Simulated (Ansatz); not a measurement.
# C2H7GaS: one species, many methods

How much do the methods differ for C2H7GaS? The plan is to run it at one geometry with functionals of several rungs and with coupled cluster, and see how far each lands from CCSD(T) at the basis-set limit for the atomisation energy.

Computed with Ansatz 0.2.0, Gaussian basis. Level: functionals in def2-TZVPP, the program's frozen cores in correlated methods.

The runs, in order: LDA (SPW92), PBE-D4, revPBE-D4, BLYP-D4, r2SCAN-D4, B97M-V, PBE0-D4, B3LYP-D4, r2SCANh-D4, r2SCAN0-D4, HSE06-D4, BHLYP-D4, CAM-B3LYP-D4, LC-ωPBE, ωB97X-V, ωB97M-V, B2PLYP, PBE-QIDH; CCSD(T)/def2-SVP; CCSD(T)/def2-TZVPP; MP2/def2-QZVPP; extrapolation to the limit; RPA on PBE.

### Step 1. Structure used throughout

All runs share one geometry, relaxed beforehand with PBE0-D4 in a triple-zeta def2 set.

SMILES `CC[S][GaH2]`, 11 atoms, charge 0, spin multiplicity 1.

Atoms are counted from 1 here; the program's logs count them from 0.

Bond lengths: C1–C2 1.513 Å, C1–H5 1.092 Å, C1–H6 1.094 Å, C1–H7 1.092 Å, C2–S3 1.827 Å, C2–H8 1.092 Å, C2–H9 1.091 Å, S3–Ga4 2.185 Å, Ga4–H10 1.560 Å, Ga4–H11 1.566 Å. Angles: C2–C1–H5 110.9°, C2–C1–H6 110.4°, C2–C1–H7 111.1°, H5–C1–H6 108.0°, H5–C1–H7 107.9°, H6–C1–H7 108.4°, C1–C2–S3 113.0°, C1–C2–H8 110.8°, C1–C2–H9 111.2°, S3–C2–H8 105.1°, S3–C2–H9 109.1°, H8–C2–H9 107.3°, C2–S3–Ga4 102.4°, S3–Ga4–H10 116.9°, S3–Ga4–H11 116.7°, H10–Ga4–H11 126.4°.

### Step 2. LDA

This LDA is Slater exchange with PW92 correlation.

The input, in.yaml:

```yaml
crystal:
  periodic: [false, false, false]
  atoms:
    - {symbol: C, position_ang: [-0.746928, 1.227464, 0.530372]}
    - {symbol: C, position_ang: [-0.127665, -0.061602, 1.025744]}
    - {symbol: S, position_ang: [1.531827, -0.372576, 0.326670]}
    - {symbol: Ga, position_ang: [1.063757, -1.316403, -1.588037]}
    - {symbol: H, position_ang: [-0.934707, 1.182518, -0.544892]}
    - {symbol: H, position_ang: [-1.700887, 1.411098, 1.033526]}
    - {symbol: H, position_ang: [-0.088717, 2.077324, 0.720710]}
    - {symbol: H, position_ang: [0.020800, -0.030494, 2.107170]}
    - {symbol: H, position_ang: [-0.771294, -0.915805, 0.811056]}
    - {symbol: H, position_ang: [2.269237, -1.687918, -2.505153]}
    - {symbol: H, position_ang: [-0.450123, -1.570505, -1.896466]}
basis:
  gaussian: {orbitals: def2-TZVPP}
hamiltonian: {xc: lda}
output: {orbitals: {seedname: orbitals}}
```

Started as:

```
$ ansatz run in.yaml --threads 4 --pin off --events-out ev --progress --plain --max-ram 10444MiB
```

After this run come: PBE-D4 (GGA); revPBE-D4 (GGA); BLYP-D4 (GGA); r2SCAN-D4 (meta-GGA); B97M-V (meta-GGA); B3LYP-D4 (hybrid); r2SCANh-D4 (hybrid); r2SCAN0-D4 (hybrid); HSE06-D4 (hybrid); BHLYP-D4 (hybrid); CAM-B3LYP-D4 (range-separated); LC-ωPBE (range-separated); ωB97X-V (range-separated); ωB97M-V (range-separated); B2PLYP (double hybrid); PBE-QIDH (double hybrid); CCSD(T) in def2-SVP; CCSD(T) in def2-TZVPP; MP2 in def2-QZVPP; RPA on PBE orbitals.

Q: Predict the results of all the runs planned. Wanted: atomisation energy, CCSD(T)/CBS; farthest beyond LDA; mean size of error, GGA; mean size of error, meta-GGA; mean size of error, hybrid; mean size of error, range-separated; mean size of error, double hybrid; gap, smallest and largest; T1 diagnostic.

**Answer**, as computed:

| quantity | value |
| --- | --- |
| atomisation energy, CCSD(T)/CBS | 38.217 eV |
| functionals within 0.382 eV (1.0 %) | PBE-D4, r2SCAN-D4, B97M-V, PBE0-D4, B3LYP-D4, r2SCANh-D4, r2SCAN0-D4, HSE06-D4, CAM-B3LYP-D4, LC-ωPBE, ωB97X-V, ωB97M-V, PBE-QIDH |
| farthest beyond LDA | BHLYP-D4 (-0.917 eV) |
| mean size of error, GGA | 0.424 eV |
| mean size of error, meta-GGA | 0.170 eV |
| mean size of error, hybrid | 0.242 eV |
| mean size of error, range-separated | 0.106 eV |
| mean size of error, double hybrid | 0.366 eV |
| gap, smallest and largest | 3.76 eV (LDA (SPW92)), 10.38 eV (LC-ωPBE) |
| T1 diagnostic | 0.0127 |
| triples share of the correlation energy | 4.1 % |

LDA overbinds by 4.979 eV (13 %). PBE-D4 misses by +0.332 eV. Double hybrids carry the basis error of their MP2 part in triple zeta, and no dispersion term here, so their miss is partly the set-up's. The rungs range-separated, meta-GGA, hybrid, double hybrid miss on average by less than the doubt on the reference (0.382 eV), so they tie. Misses under about 0.382 eV are within the doubt on the reference itself, which lacks core-valence correlation, relativity and higher excitations, and its outer-core shells are covered unevenly. Hartree-Fock recovers 74 % of the binding; the rest is correlation. CCSD(T) in def2-SVP is off by -1.878 eV, more than most functionals: a good method in a small basis is no reference. The gap grows from 3.8 to 10.4 eV across the functionals, mostly with the share of exact exchange. Correlated methods include outer-core shells of Ga, which these sets cover unevenly.
